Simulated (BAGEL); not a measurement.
**triplet CHF3Se: levels of theory compared**

We compute a comparison of 4 runs (UHF/STO-3G, ROHF/6-31G*, UHF/6-31G*, ROHF/def2-SVP) of triplet CHF3Se. 

Program for the calculation: BAGEL 1.2.2.

7 further runs of the same task are left out: 6 that didn't finish, 1 set aside as unsound or not needed. Runs told in other sessions of the task aren't counted.

## 1. The molecule

CHF3Se has 6 atoms, charge 0, and is taken as a triplet. As SMILES of the parent species, `FC(F)(F)[SeH]`. The coordinates come from a PBE0-D4/def2-TZVP relaxation. That shape belongs to the parent species and isn't relaxed for this state.

Bond lengths: F1–C2 1.331 Å, C2–F3 1.331 Å, C2–F4 1.331 Å, C2–Se5 1.960 Å, Se5–H6 1.468 Å. Angles: F1–C2–F3 108.2°, F1–C2–F4 108.2°, F1–C2–Se5 108.0°, F3–C2–F4 107.3°, F3–C2–Se5 112.5°, F4–C2–Se5 112.5°, C2–Se5–H6 91.8°.

## 2. A single-point energy at UHF/STO-3G (density fitting with qzvpp-jkfit) (run 1)

Contents of input.json:

```json
{ "bagel": [

{
  "title": "molecule",
  "basis": "sto-3g",
  "df_basis": "qzvpp-jkfit",
  "angstrom": "true",
  "geometry": [
    { "atom": "F", "xyz": [    0.620400,   -0.978100,    1.270800 ] },
    { "atom": "C", "xyz": [    0.256400,   -0.401900,    0.127100 ] },
    { "atom": "F", "xyz": [   -0.450700,   -1.283100,   -0.576300 ] },
    { "atom": "F", "xyz": [    1.356600,   -0.131100,   -0.571000 ] },
    { "atom": "Se", "xyz": [   -0.771700,    1.208900,    0.561900 ] },
    { "atom": "H", "xyz": [   -0.968800,    1.521300,   -0.858800 ] }
  ]
},
{ "title": "uhf", "nopen": 2 },
{ "title": "print", "file": "orbitals.molden", "orbitals": "true" }

]}
```

Run with:

```bash
BAGEL_NUM_THREADS=1 BAGEL input.json > input.out
```

Log:

```text
* using 1 threads per process

  ===============================================================
  ===============================================================

  *** Geometry ***

  { "atom" : "F", "xyz" : [      1.172386,     -1.848341,      2.401464 ] },
  { "atom" : "C", "xyz" : [      0.484526,     -0.759481,      0.240184 ] },
  { "atom" : "F", "xyz" : [     -0.851700,     -2.424708,     -1.089049 ] },
  { "atom" : "F", "xyz" : [      2.563602,     -0.247743,     -1.079034 ] },
  { "atom" : "Se", "xyz" : [     -1.458302,      2.284490,      1.061837 ] },
  { "atom" : "H", "xyz" : [     -1.830767,      2.874840,     -1.622897 ] },

  Number of auxiliary basis functions:      590

  Since a DF basis is specified, we compute 2- and 3-index integrals:
    o Being stored without compression. Storage requirement is 0.007 GB

  Number of basis functions:       39
  Number of electrons      :       68

    * METHOD: MOLECULE                             0.31

  *** Open-shell HF ***

  === Nuclear Repulsion ===
   375.0568629486

      * DIIS with orbital gradients will be used.

  === UHF iteration (sto-3g) ===
      0      -2705.23414557          0.03752293           0.11
      1      -2705.39762106          0.01215872           0.11
      2      -2705.41497772          0.00323536           0.11
      3      -2705.41799350          0.00114091           0.10
      4      -2705.42026445          0.00062597           0.11
      5      -2705.42217815          0.00024650           0.11
      6      -2705.42263403          0.00010153           0.11
      7      -2705.42272234          0.00004340           0.11
      8      -2705.42274290          0.00001398           0.11
      9      -2705.42274357          0.00001127           0.11
     10      -2705.42274429          0.00000211           0.11
     11      -2705.42274432          0.00000049           0.11
     12      -2705.42274433          0.00000020           0.11
     13      -2705.42274433          0.00000009           0.11
     14      -2705.42274433          0.00000003           0.11
     15      -2705.42274433          0.00000001           0.10
     16      -2705.42274433          0.00000001           0.11
    * SCF iteration converged.

    * S^2 (UHF) is 2.0145

    * Permanent dipole moment:
           (    0.561300,    -0.880612,     0.196310) a.u.

    * METHOD: UHF                                  1.96

    * METHOD: PRINT                                0.00

  ===============================================================
```

It took 2.4 s on 1 thread of Arm Neoverse V1, shared host; peak memory 0.085 GiB.

## 3. A single-point energy at ROHF/6-31G(d) (density fitting with qzvpp-jkfit, spherical functions) (run 2)

Contents of job.json:

```json
{ "bagel": [

{
  "title": "molecule",
  "basis": "6-31gs.json",
  "df_basis": "qzvpp-jkfit",
  "angstrom": true,
  "geometry": [
    { "atom": "F", "xyz": [       0.620400,      -0.978100,       1.270800 ] },
    { "atom": "C", "xyz": [       0.256400,      -0.401900,       0.127100 ] },
    { "atom": "F", "xyz": [      -0.450700,      -1.283100,      -0.576300 ] },
    { "atom": "F", "xyz": [       1.356600,      -0.131100,      -0.571000 ] },
    { "atom": "Se", "xyz": [      -0.771700,       1.208900,       0.561900 ] },
    { "atom": "H", "xyz": [      -0.968800,       1.521300,      -0.858800 ] }
  ]
},

{ "title": "rohf", "nopen": 2 },

{ "title": "print", "file": "orbitals.molden", "orbitals": true }

]}
```

The basis set 6-31G* is read from a file made from the Basis Set Exchange's data (not shown).

Run with:

```bash
BAGEL_NUM_THREADS=1 BAGEL job.json > job.out
```

Log:

```text
* using 1 threads per process

  ===============================================================
  ===============================================================

  *** Geometry ***

  { "atom" : "F", "xyz" : [      1.172386,     -1.848341,      2.401464 ] },
  { "atom" : "C", "xyz" : [      0.484526,     -0.759481,      0.240184 ] },
  { "atom" : "F", "xyz" : [     -0.851700,     -2.424708,     -1.089049 ] },
  { "atom" : "F", "xyz" : [      2.563602,     -0.247743,     -1.079034 ] },
  { "atom" : "Se", "xyz" : [     -1.458302,      2.284490,      1.061837 ] },
  { "atom" : "H", "xyz" : [     -1.830767,      2.874840,     -1.622897 ] },

  Number of auxiliary basis functions:      590

  Since a DF basis is specified, we compute 2- and 3-index integrals:
    o Being stored without compression. Storage requirement is 0.038 GB

  Number of basis functions:       90
  Number of electrons      :       68

    * METHOD: MOLECULE                             0.44

  *** Open-shell HF ***

  === Nuclear Repulsion ===
   375.0568629486

      * DIIS with orbital gradients will be used.

  === ROHF iteration (6-31gs.json) ===
      0      -2735.89009941          0.03898202           0.27
      1      -2736.04127018          0.02593125           0.26
      2      -2736.09190870          0.01599153           0.26
      3      -2736.12251731          0.00088615           0.26
      4      -2736.12304681          0.00030347           0.27
      5      -2736.12311645          0.00011595           0.27
      6      -2736.12315478          0.00007726           0.27
      7      -2736.12317728          0.00005366           0.27
      8      -2736.12319822          0.00002486           0.26
      9      -2736.12320004          0.00001398           0.27
     10      -2736.12320045          0.00000560           0.27
     11      -2736.12319873          0.00000250           0.27
     12      -2736.12319877          0.00000124           0.27
     13      -2736.12319861          0.00000062           0.27
     14      -2736.12319858          0.00000021           0.28
     15      -2736.12319857          0.00000007           0.27
     16      -2736.12319856          0.00000004           0.27
     17      -2736.12319857          0.00000001           0.27
     18      -2736.12319856          0.00000001           0.28
    * SCF iteration converged.

    * S^2 (ROHF) is 2.0000

    * Permanent dipole moment:
           (    0.361129,    -0.566857,     0.188537) a.u.

    * METHOD: ROHF                                 5.40

    * METHOD: PRINT                                0.02

  ===============================================================
```

It took 6.3 s on 1 thread of Arm Neoverse V1, shared host; peak memory 0.16 GiB.

Run 3 isn't shown in full; the table further down has it.

## 4. The energy at ROHF/def2-SVP (density fitting with qzvpp-jkfit) (run 4)

Contents of calc.json:

```json
{ "bagel": [

{
  "title": "molecule",
  "basis": "svp",
  "df_basis": "qzvpp-jkfit",
  "angstrom": true,
  "geometry": [
    { "atom": "F", "xyz": [    0.620400,   -0.978100,    1.270800 ] },
    { "atom": "C", "xyz": [    0.256400,   -0.401900,    0.127100 ] },
    { "atom": "F", "xyz": [   -0.450700,   -1.283100,   -0.576300 ] },
    { "atom": "F", "xyz": [    1.356600,   -0.131100,   -0.571000 ] },
    { "atom": "Se", "xyz": [   -0.771700,    1.208900,    0.561900 ] },
    { "atom": "H", "xyz": [   -0.968800,    1.521300,   -0.858800 ] }
  ]
},
{ "title": "rohf", "nopen": 2 },
{ "title": "print", "file": "orbitals.molden", "orbitals": true }

]}
```

Run with:

```bash
BAGEL_NUM_THREADS=1 BAGEL calc.json > calc.out
```

Log:

```text
* using 1 threads per process

  ===============================================================
  ===============================================================

  *** Geometry ***

  { "atom" : "F", "xyz" : [      1.172386,     -1.848341,      2.401464 ] },
  { "atom" : "C", "xyz" : [      0.484526,     -0.759481,      0.240184 ] },
  { "atom" : "F", "xyz" : [     -0.851700,     -2.424708,     -1.089049 ] },
  { "atom" : "F", "xyz" : [      2.563602,     -0.247743,     -1.079034 ] },
  { "atom" : "Se", "xyz" : [     -1.458302,      2.284490,      1.061837 ] },
  { "atom" : "H", "xyz" : [     -1.830767,      2.874840,     -1.622897 ] },

  Number of auxiliary basis functions:      590

  Since a DF basis is specified, we compute 2- and 3-index integrals:
    o Being stored without compression. Storage requirement is 0.041 GB

  Number of basis functions:       93
  Number of electrons      :       68

    * METHOD: MOLECULE                             0.39

  *** Open-shell HF ***

  === Nuclear Repulsion ===
   375.0568629486

      * DIIS with orbital gradients will be used.

  === ROHF iteration (svp) ===
      0      -2735.61312917          0.03626408           0.28
      1      -2735.77622681          0.02416831           0.27
      2      -2735.83033125          0.01475266           0.27
      3      -2735.86160487          0.00084413           0.28
      4      -2735.86214004          0.00027556           0.28
      5      -2735.86219904          0.00008266           0.27
      6      -2735.86221176          0.00004337           0.27
      7      -2735.86221735          0.00003020           0.28
      8      -2735.86222072          0.00002162           0.27
      9      -2735.86222411          0.00001511           0.27
     10      -2735.86222554          0.00000712           0.28
     11      -2735.86222543          0.00000410           0.27
     12      -2735.86222537          0.00000150           0.27
     13      -2735.86222522          0.00000071           0.27
     14      -2735.86222517          0.00000036           0.27
     15      -2735.86222519          0.00000020           0.28
     16      -2735.86222519          0.00000012           0.28
     17      -2735.86222519          0.00000004           0.28
     18      -2735.86222519          0.00000002           0.28
     19      -2735.86222518          0.00000001           0.28
    * SCF iteration converged.

    * S^2 (ROHF) is 2.0000

    * Permanent dipole moment:
           (    0.446732,    -0.700763,     0.059402) a.u.

    * METHOD: ROHF                                 5.80

    * METHOD: PRINT                                0.02

  ===============================================================
```

It took 6.6 s on 1 thread of Arm Neoverse V1, shared host; peak memory 0.17 GiB.

## 5. The series

```csv
run,level,energy (Eh),dipole moment (D),⟨S²⟩,wall time
1,UHF/STO-3G (density fitting with qzvpp-jkfit),-2705.422744,2.70,2.014,2.4 s
2,"ROHF/6-31G* (density fitting with qzvpp-jkfit, spherical functions)",-2736.123199,1.77,2.000,6.3 s
3,"UHF/6-31G* (density fitting with qzvpp-jkfit, spherical functions)",-2736.130564,1.79,2.025,6.9 s
4,ROHF/def2-SVP (density fitting with qzvpp-jkfit),-2735.862225,2.12,2.000,6.6 s
```

## 6. Outcome

| quantity | value |
| --- | --- |
| run 4: total energy | -2735.86223 Eh |
| run 4: dipole moment | 2.12 D |
| run 4: ⟨S²⟩ | 2.000 |

What this shows: The dipole moment (its size) runs from 1.77 D (ROHF/6-31G*) to 2.70 D (UHF/STO-3G). The two ends differ in method and basis. In run 1 the basis is minimal, so the values are rough. All runs together took 22 s, the longest 6.9 s.
